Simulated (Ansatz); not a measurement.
# CsMgBiO3 (R3m) in Ansatz: notebook

One crystal, CsMgBiO3, is run at these levels: r2SCAN; tasks: relaxation of cell and atoms.

All numbers are computed with Ansatz 0.2.0; they aren't measurements. Logs are shortened: lines on timing, memory, paths and dates and some standing lists are left out, and cuts for length are marked.

## 1. Starting point

Symmetry: R3m, No. 160, trigonal system. The conventional cell has a = 6.461 Å, b = 6.461 Å, c = 11.391 Å, α = 90.00°, β = 90.00°, γ = 120.00°. Bi (site symmetry 3m) has 3 O at 2.10 Å as nearest neighbours. Cs (site symmetry 3m) is surrounded by 9 O at 3.33 to 3.50 Å and 3 Bi at 3.74 Å and 3 Mg at 3.78 Å. Around Mg (site symmetry 3m) lie 3 O at 1.91 Å. O (site symmetry m) is surrounded by 1 Mg at 1.91 Å and 1 Bi at 2.10 Å.

The cell comes from a database or a generator and needn't be the stable form of this composition.

## 2. Relaxation of cell and atoms, r2SCAN

The input, input.yaml:

```yaml
crystal:
  lattice:
    - [3.2305168867, 1.8651397941, 3.7970092083]
    - [-3.2305168867, 1.8651397941, 3.7970092083]
    - [0.0, -3.7302795883, 3.7970092083]
  atoms:
    - { symbol: Bi, position: [0.56529855, 0.56529855, 0.56529855] }
    - { symbol: Cs, position: [0.91728165, 0.91728165, 0.91728165] }
    - { symbol: Mg, position: [0.30219174, 0.30219174, 0.30219174] }
    - { symbol: O, position: [0.98223802, 0.49139226, 0.49139226] }
    - { symbol: O, position: [0.49139226, 0.49139226, 0.98223802] }
    - { symbol: O, position: [0.49139226, 0.98223802, 0.49139226] }
hamiltonian:
  xc: r2scan
  pseudopotentials: { kind: paw }
kpoints:
  mp_grid: { grid: [6, 6, 6] }
scf:
  occupations: { method: fermi_dirac, width: 0.05 }
output:
  forces: true
  stress: true
  eigenvalues: true
relax:
  f_tol: 0.01
  max_steps: 40
  cell: { stress_tol: 0.05 }
```

Potentials or basis: Ansatz PAW.

Started as:

```
$ ansatz run input.yaml --threads 2 --pin off --max-ram 5632MiB --backend cpu --events-out ev --progress --plain --runs-dir out
```

What it wrote:

```text
Warning: RAYON_NUM_THREADS=2 ignored (pool sized by the plan → 2); use --threads N
Engine: ansatz 0.2.0, aarch64-unknown-linux-gnu
Pseudopotentials: kind: paw
Pseudopotential: Bi, paw, valence charge 15, recommended cutoff 500 eV (meta_gga), Bi.paw.azcp
Pseudopotential: Cs, paw, valence charge 9, recommended cutoff 500 eV (meta_gga), Cs.paw.azcp
Pseudopotential: Mg, paw, valence charge 10, recommended cutoff 500 eV (meta_gga), Mg.paw.azcp
Pseudopotential: O, paw, valence charge 6, recommended cutoff 500 eV (meta_gga), O.paw.azcp
Functional definition: r2SCAN
  parameter k0 = 0.174
  parameter k1 = 0.065
  parameter a1 = 4.9479
  exchange = r2scan_x(k0 = k0, k1 = k1, a1 = a1)
  correlation = r2scan_c
Crystal: 6 atoms, lattice volume = 137.270 Å³
Basis set: ecut = 500 eV, 3529 PW (Γ), exchange–correlation on 160×160×160 points (64 copies of the dense FFT grid, shifted against one another)
Bands: 32, of which v1, the nominal top of the filled ones, is band 26 counted from 1 (25 counted from 0)
Symmetry: 6 space group operations
Space group: R3m (ITA 160), of the structure as read, at distance tolerance 5.2e-5 Å
k-points: 32 of 216 (time reversal used)
Non-local potential: Bi, projectors of the file, l = 0: 2, l = 1: 2, l = 2: 2, l = 3: 2
Non-local potential: Cs, projectors of the file, l = 0: 3, l = 1: 2, l = 2: 2, l = 3: 2
Non-local potential: Mg, projectors of the file, l = 0: 3, l = 1: 2, l = 2: 1
Non-local potential: O, projectors of the file, l = 0: 2, l = 1: 2, l = 2: 1
PAW form: soft (Blöchl's): semilocal exchange-correlation on the pseudo side does not see the compensation charge
PAW frozen core: Bi, regenerated for the run's functional (the file was generated under x = pbe(κ = 0.804, μ = 0.2195149727645171), c = pbe(β = 0.06672455060314922))
PAW frozen core: Cs, regenerated for the run's functional (the file was generated under x = pbe(κ = 0.804, μ = 0.2195149727645171), c = pbe(β = 0.06672455060314922))
PAW frozen core: Mg, regenerated for the run's functional (the file was generated under x = pbe(κ = 0.804, μ = 0.2195149727645171), c = pbe(β = 0.06672455060314922))
PAW frozen core: O, regenerated for the run's functional (the file was generated under x = pbe(κ = 0.804, μ = 0.2195149727645171), c = pbe(β = 0.06672455060314922))
PAW one-centre angular grid: Bi, 590 points (default); XC on 160 Gauss nodes
PAW one-centre angular grid: Cs, 302 points (default); XC on 160 Gauss nodes
PAW one-centre angular grid: Mg, 302 points (default); XC on 224 Gauss nodes
PAW one-centre angular grid: O, 302 points (default); XC on 160 Gauss nodes
Initial density: superposition of atomic densities (neutral atoms: chi_scale 0, normalization atom), corrected by the library's trained network
Initial wavefunctions: pseudopotential atomic-orbital guess
Functional: x = r2scan, c = r2scan; τ floored in thin density (d = 2e-4 eV/Å³)
SCF iter   1: F=—  HF=-21731.386983 eV  |F-HF|=—  |Δ(HF+E_count)|=         —  Δρ=7.56e-3  dr2=8.50e-2  dr2_τ=1.60e-1  ethr=1.77e-3  ⟨swp⟩=7.6  Hψ=4761  notcnv=0
preconditioner: auto → Resta (q_TF=auto, 2.321 Å⁻¹)  ε∞=3.3  [insulator: Δε(μ)=3.069 eV  Ē_g=11.909 eV  σ=0.050 eV  W_gap=1.00  n_scr=26 (ndim 8)  ℏωp=17.9 eV  f_vac=0.137  D(μ)=0.00/eV (n_scr^D=0)  ε∞_Penn≈3.3]
SCF iter   2: F=—  HF=-21731.479733 eV  |F-HF|=—  |Δ(HF+E_count)|=   9.27e-2  Δρ=4.29e-3  dr2=1.35e-2  dr2_τ=2.81e-3  ethr=1.63e-4  ⟨swp⟩=3.0  Hψ=2010  notcnv=0  defer=61
SCF iter   3: F=—  HF=-21731.478764 eV  |F-HF|=—  |Δ(HF+E_count)|=   9.70e-4  Δρ=1.59e-3  dr2=4.32e-3  dr2_τ=2.78e-4  ethr=2.59e-5  ⟨swp⟩=2.0  Hψ=1670  notcnv=0  defer=61
SCF iter   4: F=—  HF=-21731.478234 eV  |F-HF|=—  |Δ(HF+E_count)|=   5.29e-4  Δρ=4.82e-4  dr2=2.97e-4  dr2_τ=2.53e-5  ethr=8.32e-6  ⟨swp⟩=2.0  Hψ=1531  notcnv=0  defer=61
SCF iter   5: F=—  HF=-21731.478284 eV  |F-HF|=—  |Δ(HF+E_count)|=   4.93e-5  Δρ=1.16e-4  dr2=2.75e-5  dr2_τ=9.02e-7  ethr=5.70e-7  ⟨swp⟩=2.1  Hψ=1534  notcnv=0  defer=61
SCF iter   6: F=—  HF=-21731.478306 eV  |F-HF|=—  |Δ(HF+E_count)|=   2.28e-5  Δρ=2.21e-5  dr2=1.12e-6  dr2_τ=3.83e-8  ethr=5.29e-8  ⟨swp⟩=2.2  Hψ=1499  notcnv=0  defer=61
SCF iter   7: F=-21731.478308 eV  HF=-21731.478308 eV  |F-HF|=5.36e-8  |Δ(HF+E_count)|=   1.06e-6  Δρ=6.40e-6  dr2=8.39e-8  dr2_τ=3.36e-9  ethr=1.92e-10  ⟨swp⟩=10.2  Hψ=5984  notcnv=0
SCF 1 converged in 7 iterations: F = -21731.478308 eV  dr2 = 8.39e-8
relax step   1: F+E_penalty+E_count = -21731.47830755 eV  Δ(F+E_penalty+E_count) = +0.000e0 eV  max|allowed force component| = 7.946e-1 eV/Å  Δτ_max = 0.0000 Å  P = -2.013 GPa  Ω = 137.270 Å³  (7 SCF iters, dr2 threshold 1.00e-7 eV, accepted)
[... 3 lines left out ...]
relax step   5: F+E_penalty+E_count = -21731.56148243 eV  Δ(F+E_penalty+E_count) = -6.901e-4 eV  max|allowed force component| = 1.636e-2 eV/Å  Δτ_max = 0.0076 Å  P = -0.046 GPa  Ω = 140.504 Å³  energy of the carried Pulay correction = -7.116e-4 eV  (5 SCF iters, dr2 threshold 6.00e-7 eV, accepted)
[... 8 lines left out ...]
relax step   6: F+E_penalty+E_count = -21731.56150653 eV  Δ(F+E_penalty+E_count) = -2.410e-5 eV  max|allowed force component| = 1.831e-3 eV/Å  Δτ_max = 0.0005 Å  P = -0.009 GPa  Ω = 140.486 Å³  energy of the carried Pulay correction = -7.076e-4 eV  (4 SCF iters, dr2 threshold 1.67e-8 eV, accepted)
[... 12 lines left out ...]
relax step   7: F+E_penalty+E_count = -21731.56214549 eV  Δ(F+E_penalty+E_count) = -6.390e-4 eV  max|allowed force component| = 1.538e-3 eV/Å  Δτ_max = 0.0000 Å  P = -0.006 GPa  Ω = 140.486 Å³  stress off target by 1.02e-2 GPa  SCF on the basis re-selected at this cell (its energy is not comparable with the rows above)  (8 SCF iters)
basis re-selected at this cell: Δ(F+E_penalty+E_count) = -6.390e-4 eV, ΔP = +0.003 GPa vs the last step (what re-selecting the basis moved, of the pressure what is left beyond the Pulay correction that the steps carried, after the strain that the cell walked since its last selection, with what the two solves' SCF thresholds leave and, on support functions, any second-order correction that the steps lacked; it is no measure of the basis error at this ecutwfc). This SCF's stress stands 1.02e-2 GPa from its target on what of the cell is left free (relax.cell.stress_tol is 5.00e-2 GPa) and its largest allowed force component is 1.54e-3 eV/Å (relax.f_tol is 1.00e-2 eV/Å): within both
SCF converged after 8 iterations
Free energy (F): -21731.562145 eV
Harris-Foulkes:  -21731.562145 eV  (|F-HF|=7.28e-12)
Internal energy: -21731.562145 eV  (E = F + TS)
E sigma→0 (E₀):  -21731.562145 eV
Fermi energy:    6.096339 eV
--- Per-component energies (eV) ---
  E_band       = -642.634048
  E_kinetic    = 1048.300497
  E_local      = -5681.319843  (includes V_loc(G=0)·N_el)
  E_nonlocal   = 833.750020
  E_hartree    = 2119.634948
  E_xc         = -551.009911
  E_vxc        = -652.223016  (∫ρ·V_xc dr)
  E_paw        = -16560.093833  (= ΣΔE_a)
  E_vpaw       = -471.902072  (= ΣTr[D̂ρ^β])
  E_aug_tail   = 0.002754  (compensation charges beyond the density's cutoff)
  E_vtau       = 41.487414  (kinetic-family band-sum trace: ∫τ·v_τ [+ j·A + Jᵃ·Aᵃ] dr)
  E_ewald      = -2941.630173
  E_core_change = 0.803396  (= ΣΔE_core)
  E_smearing   = -0.000000  (= −TS)
  E_closure    = 0.000000  (closes the sum)
  Σ components = -21731.562145   (vs F -21731.562145, Δ=0.00e0)
--- Forces (eV/Å), atoms counted from 1 ---
  atom   1  Bi     0.00000000    -0.00000000     0.00055489
  atom   2  Cs     0.00000000    -0.00000000     0.00002864
  atom   3  Mg    -0.00000000    -0.00000000     0.00149895
  atom   4  O      0.00133208     0.00076908    -0.00070080
  atom   5  O      0.00000000    -0.00153815    -0.00070080
  atom   6  O     -0.00133208     0.00076908    -0.00070080
  max |Σ_I F_I| component: 1.99e-5 eV/Å
--- Stress (GPa, compression-positive) ---
       -0.010177      -0.000000       0.000000
       -0.000000      -0.010177      -0.000000
        0.000000      -0.000000       0.002330
  P = ⅓ Tr σ = -0.0060 GPa (-0.060 kbar)
--- Band table (eV; the first three rows and the last of 32) ---
  k-point 0: bands = ["-71.6970", "-36.9498", "-36.7468", "-36.7468", "-18.4324", "-18.4324", "-18.0709", "-18.0431", "-18.0431", "-16.6838", "-13.8204", "-12.4895", "-12.4895", "-4.4577", "-3.3060", "-3.3060", "-3.0549", "0.6521", "0.9414", "0.9414", "2.6967", "2.6967", "2.8618", "3.1676", "3.1676", "3.6032", "8.2858", "9.7153", "9.7153", "10.6552", "11.1187", "11.1187"]
[... 3 lines left out ...]
--- Relaxed structure (6 steps of the walk, 6 accepted, 1 SCFs on fresh bases) ---
  F+E_penalty+E_count = -21731.56214549 eV   max|allowed force component| = 1.538e-3 eV/Å   (the final SCF, on the basis selected at the relaxed cell)
  cell:  # Å, volume = 140.4863 Å³
    - [3.1824693044119, 1.8373995095723556, 4.00419341163025]
    - [-3.1824693044119, 1.8373995095723556, 4.00419341163025]
    - [4.1063870164238384e-18, -3.674799019197439, 4.004193411606054]
  atoms:
    - { symbol: Bi, position: [0.5716558089525752, 0.5716558089525752, 0.5716558089525753] }
    - { symbol: Cs, position: [0.8936620309045457, 0.8936620309045457, 0.8936620309045458] }
    - { symbol: Mg, position: [0.3169409487828481, 0.3169409487828481, 0.31694094878284806] }
    - { symbol: O, position: [0.9790321403617033, 0.4942517754991632, 0.49425177549916344] }
    - { symbol: O, position: [0.49425177549916344, 0.49425177549916344, 0.9790321403617033] }
    - { symbol: O, position: [0.4942517754991632, 0.9790321403617033, 0.49425177549916344] }
```

Run time: 1.9 min. Hardware: 2 threads of Arm Neoverse V2, shared host; peak memory 0.7 GiB.

Results:

```
Free energy                            : -21731.5621 eV
Relaxed volume                         : 23.41 Å³/atom
Relaxed cell                           : a = 5.435 Å, b = 5.435 Å, c = 5.435 Å, α = 71.69°, β = 71.69°, γ = 71.69°
Space group after relaxing (to 0.05 Å) : R3m (No. 160)
Energy gained by relaxing              : 14.0 meV/atom
Ionic steps                            : 7
Pressure after relaxing                : 0.0 GPa
Band gap on the k mesh                 : 3.38 eV, indirect (least direct gap 3.51 eV)
```

The path:
| step | energy change (eV) | largest force (eV/Å) | volume (Å³) |
| --- | --- | --- | --- |
| 1 | 0.0000 | 0.7946 | 137.27 |
| 2 | -0.0583 | 0.2401 | 135.85 |
| 3 | -0.0758 | 0.1308 | 137.27 |
| 4 | -0.0825 | 0.1548 | 140.18 |
| 5 | -0.0832 | 0.0163 | 140.50 |
| 6 | -0.0832 | 0.0020 | 140.49 |
| 7 | -0.0838 | 0.0017 | 140.49 |

Final structure:
```
Bi Cs Mg O
1.0
     3.18247    1.83740    4.00419
    -3.18247    1.83740    4.00419
     0.00000   -3.67480    4.00419
Bi Cs Mg O
1 1 1 3
Direct
  0.57166 0.57166 0.57166
  0.89366 0.89366 0.89366
  0.31694 0.31694 0.31694
  0.97903 0.49425 0.49425
  0.49425 0.49425 0.97903
  0.49425 0.97903 0.49425
```

Caveat: the plane-wave basis is chosen anew once the cell has moved, so the energies of steps on either side of that aren't comparable; spin-orbit coupling is left out, which as a rule narrows the gap of such compounds by several tenths of an eV; the PAW data sets come from PBE, with cores solved anew for the run's functional, which leaves a small shift of forces and pressure. A k mesh can miss the band edges.

## 3. Relaxation of cell and atoms, r2SCAN, target pressure 2 GPa, at which the enthalpy is minimised

Changes to input.yaml since step 2:

```diff
@@ -26,2 +26,2 @@
   max_steps: 40
-  cell: { stress_tol: 0.05 }
+  cell: { stress_tol: 0.05, p_target: 2.0 }
```

Potentials or basis: Ansatz PAW.

Started as:

```
$ ansatz run input.yaml --threads 2 --pin off --max-ram 5632MiB --backend cpu --events-out ev --progress --plain --runs-dir out
```

It took 2 min on 2 threads of Arm Neoverse V2, shared host; peak memory 0.7 GiB.

Results (log left out):

```
Free energy                                            : -21731.4943 eV
Relaxed volume                                         : 21.50 Å³/atom
Relaxed cell                                           : a = 5.221 Å, b = 5.221 Å, c = 5.221 Å, α = 74.38°, β = 74.38°, γ = 74.38°
Space group after relaxing (to 0.05 Å)                 : R3m (No. 160)
Energy change on relaxing (the enthalpy is what falls) : -2.7 meV/atom
Ionic steps                                            : 8
Pressure after relaxing                                : 2.0 GPa
Band gap on the k mesh                                 : 3.09 eV, indirect (least direct gap 3.13 eV)
```

The path:
```csv
step,energy change (eV),largest force (eV/Å),volume (Å³)
1,0.0000,0.7946,137.27
2,0.0268,0.3185,126.64
3,-0.0126,0.1178,128.71
4,-0.0130,0.0271,128.61
5,-0.0140,0.0191,128.67
6,-0.0174,0.0143,128.94
7,-0.0181,0.0004,129.00
8,-0.0160,0.0006,129.00
```

Final structure:
```xyz
6
Lattice="3.1559 1.8221 3.7388 -3.1559 1.8221 3.7388 0.0000 -3.6442 3.7388" Properties=species:S:1:pos:R:3 pbc="T T T"
Bi    0.0000    0.0000    6.3377
Cs    0.0000    0.0000   10.1780
Mg    0.0000    0.0000    3.4268
O     1.5333    0.8853    7.3723
O     0.0000   -1.7705    7.3723
O    -1.5333    0.8853    7.3723
```

Levels at points of the mesh, in eV from the valence-band top:
```csv
k point,band 22,band 23,band 24,band 25,band 26,band 27,band 28,band 29,band 30,band 31
"(0.00, 0.00, 0.00)",-2.19,-2.06,-1.66,-1.66,-1.27,3.28,5.15,5.15,6.06,6.06
"(0.00, 0.00, -0.50)",-2.15,-2.13,-1.73,-1.59,-1.19,3.45,4.93,5.45,6.08,6.37
"(0.00, -0.50, -0.50)",-2.18,-1.98,-1.73,-1.50,-0.55,3.48,4.09,4.65,5.89,6.70
"(-0.50, -0.50, -0.50)",-1.95,-1.63,-1.63,-1.20,0.00,3.13,3.13,3.34,4.43,8.07
```

Caveat: the plane-wave basis is chosen anew once the cell has moved, so the energies of steps on either side of that aren't comparable; spin-orbit coupling is left out, which as a rule narrows the gap of such compounds by several tenths of an eV; the PAW data sets come from PBE, with cores solved anew for the run's functional, which leaves a small shift of forces and pressure.

## 4. Relaxation of cell and atoms, r2SCAN, target pressure 5 GPa, at which the enthalpy is minimised

Changes to input.yaml since step 3:

```diff
@@ -26,2 +26,2 @@
   max_steps: 40
-  cell: { stress_tol: 0.05, p_target: 2.0 }
+  cell: { stress_tol: 0.05, p_target: 5.0 }
```

Started as:

```
$ ansatz run input.yaml --threads 2 --pin off --max-ram 5632MiB --backend cpu --events-out ev --progress --plain --runs-dir out
```

It took 2.2 min on 2 threads of Arm Neoverse V2, shared host; peak memory 0.69 GiB.

The run converged. Its results:

```yaml
Free_energy: -21731.2452 eV
Relaxed_volume: 19.55 Å³/atom
Relaxed_cell: a = 5.009 Å, b = 5.009 Å, c = 5.009 Å, α = 76.98°, β = 76.98°, γ = 76.98°
Space_group_after_relaxing_to_0.05_Å: R3m (No. 160)
Energy_change_on_relaxing_the_enthalpy_is_what_falls: +38.9 meV/atom
Ionic_steps: 8
Pressure_after_relaxing: 5.0 GPa
Band_gap_on_the_k_mesh: 2.49 eV, indirect (least direct gap 2.55 eV)
```

The path:
```csv
step,energy change (eV),largest force (eV/Å),volume (Å³)
1,0.0000,0.7946,137.27
2,0.1267,0.4650,122.16
3,0.1740,0.4206,119.47
4,0.2004,0.1023,118.23
5,0.2210,0.0413,117.49
6,0.2298,0.0177,117.19
7,0.2272,0.0008,117.28
8,0.2331,0.0009,117.28
```

Final structure:
```
Bi Cs Mg O
1.0
     3.11767    1.79999    3.48301
    -3.11767    1.79999    3.48301
     0.00000   -3.59998    3.48301
Bi Cs Mg O
1 1 1 3
Direct
  0.55861 0.55861 0.55861
  0.92052 0.92052 0.92052
  0.28965 0.28965 0.28965
  0.98674 0.49714 0.49714
  0.49714 0.49714 0.98674
  0.49714 0.98674 0.49714
```

Levels at points of the mesh, in eV from the valence-band top:
```
              k point  band 23  band 24  band 25  band 26  band 27  band 28  band 29  band 30
   (0.00, 0.00, 0.00)    -2.71    -2.17    -2.17    -1.88     2.49     4.51     4.51     5.62
  (0.00, 0.00, -0.50)    -2.73    -2.27    -2.19    -1.59     2.90     4.49     5.01     5.89
 (0.00, -0.50, -0.50)    -2.63    -2.26    -2.07    -0.75     3.09     3.68     4.16     5.70
(-0.50, -0.50, -0.50)    -2.15    -2.15    -1.75     0.00     2.55     2.55     2.85     3.90
```

Caveat: the plane-wave basis is chosen anew once the cell has moved, so the energies of steps on either side of that aren't comparable; spin-orbit coupling is left out, which as a rule narrows the gap of such compounds by several tenths of an eV; the PAW data sets come from PBE, with cores solved anew for the run's functional, which leaves a small shift of forces and pressure.

## 5. Summary

| cell | target pressure (GPa) | gap on the mesh (eV) | pressure (GPa) |
| --- | --- | --- | --- |
| relaxed | 0 | 3.38 | 0.0 |
| relaxed to 2 GPa | 2 | 3.09 | 2.0 |
| relaxed to 5 GPa | 5 | 2.49 | 5.0 |

Alike in all rows: task relaxation of cell and atoms; level r2SCAN; potentials or basis Ansatz PAW; no spin polarisation; k mesh 6 × 6 × 6; cutoff (eV) 500; smearing fermi-dirac 0.05 eV.

Caveats: the plane-wave basis is chosen anew once the cell has moved, so the energies of steps on either side of that aren't comparable; spin-orbit coupling is left out, which as a rule narrows the gap of such compounds by several tenths of an eV; the PAW data sets come from PBE, with cores solved anew for the run's functional, which leaves a small shift of forces and pressure.

Absolute energies hang on the potentials; compare differences alone.
